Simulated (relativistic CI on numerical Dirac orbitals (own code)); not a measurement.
# Pr⁴⁹⁺: one ion under different settings

Aim: see what numerical and physical settings do to the SCF, the total energy and the lowest levels of Pr⁴⁹⁺.

Program: relativistic CI on numerical Dirac orbitals (own code) version 3. Level of theory: Dirac-Coulomb-Breit CI, KLI orbitals optimised for each configuration, model QED (radiative potential, 1s self-energy scaled to tabulated hydrogen-like ionisation energies), numerical settings as typed. These are calculated values, not measurements, unless marked.

## 1. The system

```
ion            : Pr⁴⁹⁺ (Pr L)
nuclear charge : 59
electrons      : 10
isotope        : A = 141
```

## 2. The usual input

The run's settings:

```ini
atom Pr  Z=59  charge=49  electrons=10
nucleus A=141  rms_radius_fm=4.8919
hamiltonian dirac-coulomb  breit=on  qed=on  c_scale=1
orbitals kli  potential=per-configuration
slater_scale 1
correlation none
mixing on
grid step=0.0125 r_max=2.6
scf mixing=0.4 start=green max_iterations=150 tolerance=2e-08 node_fill=0.05
configurations
  [He] 2s2 2p6
  [He] 2s2 2p5 3s
  [He] 2s2 2p5 3p
end
```

Started as:

```
$ python run_levels.py task.json out
```

The settings of every run stand in task.json; they run in order.

## 3. QED terms off

Settings: those of step 2 with these lines changed.

```diff
@@ -2,3 +2,3 @@
 nucleus A=141  rms_radius_fm=4.8919
-hamiltonian dirac-coulomb  breit=on  qed=on  c_scale=1
+hamiltonian dirac-coulomb  breit=on  qed=off  c_scale=1
 orbitals kli  potential=per-configuration
```

## 4. Speed-of-light factor 1.25, grid step 0.03

The run's settings:

```ini
atom Pr  Z=59  charge=49  electrons=10
nucleus A=141  rms_radius_fm=4.8919
hamiltonian dirac-coulomb  breit=on  qed=on  c_scale=1.25
orbitals kli  potential=per-configuration
slater_scale 1
correlation none
mixing on
grid step=0.03 r_max=2.6
scf mixing=0.4 start=green max_iterations=150 tolerance=2e-08 node_fill=0.05
configurations
  [He] 2s2 2p6
  [He] 2s2 2p5 3s
  [He] 2s2 2p5 3p
end
```

## 5. Nuclear radius 5.3811

The run's settings:

```ini
atom Pr  Z=59  charge=49  electrons=10
nucleus A=141  rms_radius_fm=5.3811
hamiltonian dirac-coulomb  breit=on  qed=on  c_scale=1
orbitals kli  potential=per-configuration
slater_scale 1
correlation none
mixing on
grid step=0.0125 r_max=2.6
scf mixing=0.4 start=green max_iterations=150 tolerance=2e-08 node_fill=0.05
configurations
  [He] 2s2 2p6
  [He] 2s2 2p5 3s
  [He] 2s2 2p5 3p
end
```

## 6. Node fill 50

The run's settings:

```ini
atom Pr  Z=59  charge=49  electrons=10
nucleus A=141  rms_radius_fm=4.8919
hamiltonian dirac-coulomb  breit=on  qed=on  c_scale=1
orbitals kli  potential=per-configuration
slater_scale 1
correlation none
mixing on
grid step=0.0125 r_max=2.6
scf mixing=0.4 start=green max_iterations=64 tolerance=2e-08 node_fill=50
configurations
  [He] 2s2 2p6
  [He] 2s2 2p5 3s
  [He] 2s2 2p5 3p
end
```

(Steps that only read results are left out.)

What does the calculation give? Wanted: lowest level, usual settings; total energy; first excitation.

As calculated:

| setting | total energy less usual (Ha) | largest shift of a level among the lowest eight of both runs, same label and place (cm⁻¹) | SCF iterations | time | lowest level | kind of change |
| --- | --- | --- | --- | --- | --- | --- |
| usual | 0 | 0 | 24 | 0.05 s | 2p6 1S0 | - |
| QED terms off | -5.06 | 11500 | 24 | 0.032 s | 2p6 1S0 | model term |
| speed-of-light factor 1.25, grid step 0.03 | 105 | 454000 | 24 | 0.029 s | 2p6 1S0 | unphysical constant |
| nuclear radius 5.3811 | 0.0839 | 316 | 24 | 0.05 s | 2p6 1S0 | unphysical constant |
| node fill 50 | 0.00352 | 8790 | 26 | 0.052 s | 2p6 1S0 | unsound |

| quantity | value |
| --- | --- |
| lowest level, usual settings | 2p6 1S0 |
| total energy | -6730.3357 Ha |
| first excitation | 5115.32 eV |

In words: Among the runs whose levels can be followed, they move most under «speed-of-light factor 1.25, grid step 0.03» (unphysical constant), by up to 454000 cm⁻¹. Only the listed configurations are in the model.
